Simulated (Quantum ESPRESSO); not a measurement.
Si: dielectric tensor and Born charges under several settings

```
CELL_PARAMETERS angstrom
0.00000 2.71550 2.71550
2.71550 0.00000 2.71550
2.71550 2.71550 0.00000
ATOMIC_POSITIONS crystal
Si 0.00000 0.00000 0.00000
Si 0.25000 0.25000 0.25000
```

The cell was built by a generator and needn't be a form met in nature.

All runs used Quantum ESPRESSO 7.5; given cell; no spin polarisation; occupations smeared at first, fixed for the response.

```tsv
level	potentials	k mesh (s: shifted)	cutoff (eV)	pressure (GPa)	sum of the Born charges (e)
LDA	PseudoDojo 0.4.1 SR LDA standard	12 × 12 × 12s	435	-1.9	0.00
PBE	PseudoDojo 0.4.1 SR PBE standard	6 × 6 × 6s	490	?	?
PBE	PseudoDojo 0.4.1 SR PBE standard	8 × 8 × 8s	490	1.9	0.00
LDA	PseudoDojo 0.4.1 SR LDA standard	4 × 4 × 4s	435	-1.9	-0.16
```

What stands in the row left open?

Pressure 1.9 GPa; sum of the Born charges -0.01 e.
